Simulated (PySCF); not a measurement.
# C5H3NS2: the cost of one run

The runs use PySCF 2.14.0, with density-fitted response routines of our own; the level of theory stands in each step. All values are computed, except where a source is named. Atoms are numbered from 0 throughout.

### 1 The starting structure

11 atoms, charge 0, multiplicity 1; geometry from: GFN2-xTB. The atoms were then displaced at random by about 0.01 Å, so the start is not that level's minimum.

Bonds of the start (Å): N0–C1 1.15, C1–S2 1.69, S2–C3 1.72, C3–C4 1.36, C4–C5 1.41, C5–C6 1.35, C6–S7 1.72, S7–C3 1.75, C4–H8 1.08, C5–H9 1.06, C6–H10 1.09.

### 2 Optimising the geometry at PBE0-D3(BJ)/def2-TZVP

What the job is given:

```
{"job": {"xc": "PBE0", "basis": "def2-TZVP", "d3": "d3bj", "grid": 2, "shake": 0.01, "kind": "geom"}, "charge": 0, "multiplicity": 1}
N      3.597750     0.593460     0.357890
C      2.848310    -0.218720     0.660720
S      1.796480    -1.453710     1.116820
C      0.322650    -0.703490     0.630810
C      0.059560     0.502200     0.052980
C     -1.317150     0.732000    -0.175880
C     -2.082620    -0.313730     0.217160
S     -1.157450    -1.594940     0.885990
H      0.835470     1.218950    -0.157500
H     -1.698860     1.624950    -0.608210
H     -3.166020    -0.412790     0.163240
```

The run is started by

```
OMP_NUM_THREADS=1 python probes_run.py task.json out
```

This one command runs all jobs of the session in turn.

**Question.** How long does this first job take on 1 thread of Intel Xeon Platinum 8488C, shared host, and how much memory does it need?

About 3.5 min, with a peak of 1.3 GiB.
